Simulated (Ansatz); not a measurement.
Task: a fixed-spin-moment curve of GaNi, space group Pm-3m, with Ansatz 0.2.0, Python API. Give the script and its output. Level of theory (first run): r2SCAN, PAW, cutoff 500 eV, 9×9×9 k-points, Fermi-Dirac smearing of 0.05 eV, collinear spin.

```yaml
crystal:
  lattice:
    - [2.88600, 0.00000, 0.00000]
    - [0.00000, 2.88600, 0.00000]
    - [0.00000, 0.00000, 2.88600]
  atoms:
    - { symbol: Ga, position: [0.00000, 0.00000, 0.00000] }
    - { symbol: Ni, position: [0.50000, 0.50000, 0.50000] }
```

`run_fsm.py`:
```python
import warnings

import ansatz as az


def main() -> None:
    warnings.simplefilter('ignore', az.DeckWarning)

    lattice = az.Lattice.of(
        [2.886, 0.0, 0.0],
        [0.0, 2.886, 0.0],
        [0.0, 0.0, 2.886],
    )
    sites = [
        ('Ga', [0.0, 0.0, 0.0]),
        ('Ni', [0.5, 0.5, 0.5]),
    ]
    crystal = az.Crystal(lattice=lattice)
    for symbol, position in sites:
        crystal = crystal.atom(symbol, position)

    job = crystal.calculation()
    job = job.functional('r2scan').basis(500)
    job = job.kpoints(9)
    job = job.occupations('Fermi-Dirac', width=50 * az.meV)
    rows = []
    for total in [0.0, 0.4, 0.9, 1.3, 1.8]:
        data = job.spin('collinear', total=total, lock='hard').run(threads=1, pin='off').report
        up, down = data['spin_fermi_energies_ev']
        rows.append((total, data['free_energy_ev'], up - down, data['absolute_magnetization_mub']))
    reference = rows[0][1]
    rows = [(m, 1000 * (e - reference), split, size) for m, e, split, size in rows]
    for row in rows:
        print('; '.join(f'{name} = {round(v, 4) if isinstance(v, float) else v}' for name, v in zip(['total muB', 'F - F(0) meV', 'EF up - down eV', 'absolute muB'], row)))
    best = min(rows, key=lambda row: row[1])
    print(f'lowest at {best[0]} muB per cell, {best[1]:.1f} meV against the first point')


if __name__ == '__main__':
    main()
```

```console
$ python run_fsm.py
RunWarning: this spin-polarised run has no starting moment large enough to seed its density, and nothing else in its deck makes the two spin channels differ, so an SCF from that start keeps the magnetisation at zero until it first converges, unless a state [...]
total muB = 0.0; F - F(0) meV = 0.0; EF up - down eV = 0.0; absolute muB = 0.0
total muB = 0.4; F - F(0) meV = 39.3224; EF up - down eV = 0.6384; absolute muB = 0.4016
total muB = 0.9; F - F(0) meV = 343.3557; EF up - down eV = 1.6027; absolute muB = 0.9059
total muB = 1.3; F - F(0) meV = 747.764; EF up - down eV = 2.6295; absolute muB = 1.3045
total muB = 1.8; F - F(0) meV = 1572.6529; EF up - down eV = 3.7793; absolute muB = 1.8006
lowest at 0.0 muB per cell, 0.0 meV against the first point
```
(Warnings from the package without file and line, shortened.)

The lowest point lies at 0 μB a cell, the first of the scan; at 1.8 μB the energy is 1573 meV above the lowest.

Caveats:
- For a metal this k-point mesh is coarse: on a finer one energies can move by several to tens of meV an atom and pressures by half a GPa or more, differences at one mesh by less.
- r2SCAN tends to overestimate the moments of itinerant magnets.
- The starting cell is as deposited in a crystallographic database; the results hold for this polymorph, which needn't be the stable one.
- Only points where the Fermi levels of the two spins meet (minima, maxima and zero moment) are free solutions; a shallow minimum can lie between the points.
- The script silences the warnings on its input, which a real study should read.
- The whole script took 48 s on 1 thread of Arm Neoverse V1, on a shared host, peak memory 0.45 GiB.
